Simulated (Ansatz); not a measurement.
# CH4OZn: one species, many methods

An exercise on one series of results from a longer session: the logs are not shown, and one member is left open.

Program: Ansatz 0.2.0, Gaussian basis. Level of theory: functionals in def2-TZVPP, the program's frozen cores in correlated methods. These are calculated values, not measurements.

Levels to be run: LDA (SPW92), PBE-D4, revPBE-D4, BLYP-D4, r2SCAN-D4, B97M-V, PBE0-D4, B3LYP-D4, r2SCANh-D4, r2SCAN0-D4, HSE06-D4, BHLYP-D4, CAM-B3LYP-D4, LC-ωPBE, ωB97X-V, ωB97M-V, B2PLYP, PBE-QIDH; CCSD(T)/def2-SVP; CCSD(T)/def2-TZVPP; MP2/def2-QZVPP; extrapolation to the limit; RPA on PBE.

**Structure used throughout**

An earlier PBE0-D4 in a triple-zeta def2 set relaxation fixed the geometry.

SMILES `O[CH2][ZnH]`, 7 atoms, charge 0, spin multiplicity 1.

Atoms are counted from 1 here; the program's logs count them from 0.

Bond lengths: O1–C2 1.434 Å, O1–H4 0.959 Å, C2–Zn3 1.975 Å, C2–H5 1.098 Å, C2–H6 1.094 Å, Zn3–H7 1.547 Å. Angles: C2–O1–H4 108.3°, O1–C2–Zn3 112.8°, O1–C2–H5 110.9°, O1–C2–H6 105.4°, Zn3–C2–H5 113.3°, Zn3–C2–H6 108.2°, H5–C2–H6 105.5°, C2–Zn3–H7 177.6°.

Set-up of the first run:

The input, in.yaml:

```yaml
crystal:
  periodic: [false, false, false]
  atoms:
    - {symbol: O, position_ang: [-1.095432, 0.483594, -0.906448]}
    - {symbol: C, position_ang: [-0.123076, 0.579686, 0.142671]}
    - {symbol: Zn, position_ang: [1.099393, -0.970654, 0.197885]}
    - {symbol: H, position_ang: [-1.712503, -0.215057, -0.682499]}
    - {symbol: H, position_ang: [-0.605646, 0.787229, 1.106829]}
    - {symbol: H, position_ang: [0.466299, 1.472195, -0.087384]}
    - {symbol: H, position_ang: [2.032264, -2.204993, 0.183245]}
basis:
  gaussian: {orbitals: def2-TZVPP}
hamiltonian: {xc: lda}
output: {orbitals: {seedname: orbitals}}
```

Command:

```sh
$ ansatz run in.yaml --threads 2 --pin off --events-out ev --progress --plain --max-ram 4352MiB
```

Steps of the session up to this table: LDA; PBE-D4 (GGA); revPBE-D4 (GGA); BLYP-D4 (GGA); r2SCAN-D4 (meta-GGA); B97M-V (meta-GGA); PBE0-D4 (hybrid); B3LYP-D4 (hybrid); r2SCANh-D4 (hybrid); r2SCAN0-D4 (hybrid); HSE06-D4 (hybrid); BHLYP-D4 (hybrid); CAM-B3LYP-D4 (range-separated); LC-ωPBE (range-separated); ωB97X-V (range-separated); ωB97M-V (range-separated); B2PLYP (double hybrid); PBE-QIDH (double hybrid).

One of the session's tables, all rows but one given; the rest of the session is left out.

It belongs to the step «Frontier levels by functional». 

| functional | HOMO (eV) | gap (eV) |
| --- | --- | --- |
| LDA (SPW92) | -5.38 | 3.73 |
| PBE-D4 | -5.21 | 3.77 |
| revPBE-D4 | -5.15 | 3.80 |
| BLYP-D4 | -5.14 | 3.71 |
| r2SCAN-D4 | -5.44 | 4.38 |
| B97M-V | -5.52 | 4.16 |
| PBE0-D4 | -6.49 | 5.80 |
| B3LYP-D4 | -6.31 | 5.32 |
| r2SCANh-D4 | -5.93 | 5.11 |
| r2SCAN0-D4 | -6.66 | 6.20 |
| HSE06-D4 | ? | ? |
| BHLYP-D4 | -7.71 | 7.61 |
| CAM-B3LYP-D4 | -7.89 | 7.92 |
| LC-ωPBE | -9.21 | 10.35 |
| ωB97X-V | -8.84 | 9.86 |
| ωB97M-V | -8.75 | 9.40 |

**Question.** Estimate the row for HSE06-D4.

As computed: HOMO (eV): -6.09; gap (eV): 5.04. In the column «HOMO (eV)» it lies between B3LYP-D4 (-6.31) and r2SCANh-D4 (-5.93).
